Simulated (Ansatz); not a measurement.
**CH7AlBFOSi: up Jacob's ladder to CCSD(T)**

Aim: compute CH7AlBFOSi with functionals from several rungs and with coupled cluster. The yardstick is the atomisation energy at the CCSD(T) limit.

Method: functionals in def2-TZVPP, the program's frozen cores in correlated methods; program: Ansatz 0.2.0, Gaussian basis.

The runs, in order: PBE-D4, r2SCAN-D4, PBE0-D4, B3LYP-D4, ωB97X-V, ωB97M-V, B2PLYP; CCSD(T)/def2-TZVPP; MP2/def2-QZVPP; extrapolation to the limit.

### 1 Structure used throughout

An earlier PBE0-D4 in a triple-zeta def2 set relaxation fixed the geometry.

13 atoms, charge 0, spin multiplicity 1.

Atoms are counted from 1 here; the program's logs count them from 0.

Bond lengths: B1–C2 1.563 Å, B1–Al4 2.476 Å, B1–O5 1.590 Å, B1–H7 1.232 Å, B1–H8 1.191 Å, C2–F3 1.346 Å, C2–Al4 1.939 Å, C2–O5 1.514 Å, Al4–H9 1.582 Å, Al4–H10 1.581 Å, O5–Si6 1.695 Å, Si6–H11 1.478 Å, Si6–H12 1.478 Å, Si6–H13 1.478 Å. Angles: C2–B1–Al4 51.5°, C2–B1–O5 57.4°, C2–B1–H7 113.1°, C2–B1–H8 125.6°, Al4–B1–O5 83.4°, Al4–B1–H7 62.5°, Al4–B1–H8 156.0°, O5–B1–H7 109.1°, O5–B1–H8 116.0°, H7–B1–H8 118.6°, B1–C2–F3 121.9°, B1–C2–Al4 89.3°, B1–C2–O5 62.2°, F3–C2–Al4 139.4°, F3–C2–O5 110.6°, Al4–C2–O5 106.9°, B1–Al4–C2 39.2°, B1–Al4–H9 110.2° and more.

### 2 PBE-D4 (GGA)

File in.yaml:

```yaml
crystal:
  periodic: [false, false, false]
  atoms:
    - {symbol: B, position_ang: [0.126357, -0.991139, -0.566132]}
    - {symbol: C, position_ang: [-0.727480, -0.303548, 0.548525]}
    - {symbol: F, position_ang: [-1.928363, 0.244163, 0.286955]}
    - {symbol: Al, position_ang: [0.109356, -1.453032, 1.866281]}
    - {symbol: O, position_ang: [0.378559, 0.506026, -0.094590]}
    - {symbol: Si, position_ang: [0.138367, 1.886497, -1.047869]}
    - {symbol: H, position_ang: [1.019777, -1.710374, -0.116840]}
    - {symbol: H, position_ang: [-0.201042, -1.132725, -1.702790]}
    - {symbol: H, position_ang: [-0.692472, -2.783161, 2.164666]}
    - {symbol: H, position_ang: [1.481684, -1.044399, 2.536025]}
    - {symbol: H, position_ang: [-0.878451, 1.638570, -2.091394]}
    - {symbol: H, position_ang: [1.469186, 2.139988, -1.638687]}
    - {symbol: H, position_ang: [-0.275278, 2.968335, -0.129351]}
basis:
  gaussian: {orbitals: def2-TZVPP}
hamiltonian: {xc: pbe, dispersion: d4}
output: {forces: true, orbitals: {seedname: orbitals}}
```

Run with:

```sh
$ ansatz run in.yaml --threads 2 --pin off --events-out ev --progress --plain --max-ram 32768MiB --backend cuda --devices 0, --max-vram 18GiB
```

After this run come: r2SCAN-D4 (meta-GGA); PBE0-D4 (hybrid); B3LYP-D4 (hybrid); ωB97X-V (range-separated); ωB97M-V (range-separated); B2PLYP (double hybrid); CCSD(T) in def2-TZVPP; MP2 in def2-QZVPP.

Q: Predict the results of all the runs planned. Wanted: atomisation energy, CCSD(T)/CBS; farthest; mean size of error, hybrid; mean size of error, range-separated; gap, smallest and largest; T1 diagnostic; triples share of the correlation energy.

As calculated:

| quantity | value |
| --- | --- |
| atomisation energy, CCSD(T)/CBS | 4272.0 kJ/mol |
| functionals within 21.4 kJ/mol (0.5 %) | PBE0-D4, B3LYP-D4 |
| farthest | B2PLYP (-55.0 kJ/mol) |
| mean size of error, hybrid | 13.2 kJ/mol |
| mean size of error, range-separated | 28.8 kJ/mol |
| gap, smallest and largest | 4.18 eV (PBE-D4), 10.62 eV (ωB97X-V) |
| T1 diagnostic | 0.0134 |
| triples share of the correlation energy | 3.6 % |

**Reading.** PBE-D4 is off by +52.6 kJ/mol. Double hybrids carry the basis error of their MP2 part in triple zeta, and no dispersion term here, so their miss is partly the set-up's. Misses under about 21.4 kJ/mol are within the doubt on the reference itself, which lacks core-valence correlation, relativity and higher excitations. Hartree-Fock recovers 73 % of the binding; the rest is correlation. Orbital gaps span 4.2 to 10.6 eV; exact exchange widens them.
